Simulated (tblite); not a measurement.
# C4H8GeO2S2: the cost of one run

Computed with tblite 0.8.0 and PySCF 2.14.0, with density-fitted response routines of our own, on a single molecule in the gas phase. Atoms count from 0, in the outputs and in this text.

## 1. Starting geometry

17 atoms, charge 0, multiplicity 1; geometry from: force field or distance geometry start.

Bonds of the start (Å): O0–C1 1.27, C1–O2 1.40, C1–Ge3 1.89, Ge3–C4 1.98, C4–C5 1.52, C5–S6 1.78, S6–C7 1.80, C7–S8 1.84, S8–Ge3 2.22, O2–H9 1.01, Ge3–H10 1.53, C4–H11 1.09, C4–H12 1.11, C5–H13 1.10, C5–H14 1.13, C7–H15 1.11, C7–H16 1.11.

## 2. Relaxing the molecule with GFN2-xTB

What the job is given:

```
{"job": {"kind": "relax", "xc": "GFN2-xTB", "basis": "xTB"}, "charge": 0, "multiplicity": 1}
O      3.171700    -0.722100    -0.856600
C      2.504700     0.340200    -0.648600
O      3.154900     1.555400    -0.883600
Ge     0.724600     0.400200    -0.008800
C      0.040600    -1.396700     0.457500
C     -1.231700    -1.107200     1.244000
S     -2.520700    -0.683900     0.086400
C     -2.340000     0.931800    -0.696000
S     -0.717200     1.119600    -1.532200
H      4.100900     1.599300    -1.227100
H      0.599300     1.280600     1.241000
H      0.765700    -2.000600     0.999800
H     -0.289100    -1.835900    -0.502200
H     -1.439000    -2.002600     1.852400
H     -0.943500    -0.251100     1.928300
H     -3.141700     0.996800    -1.460100
H     -2.446600     1.788400    -0.004100
```

Started as:

```sh
$ OMP_NUM_THREADS=1 python probes_run.py task.json out
```

The driver reads the jobs from task.json and runs them one after another.

Q: Estimate the wall time of this first job on 1 thread of Arm Neoverse N1, shared host.

About 1.6 s.
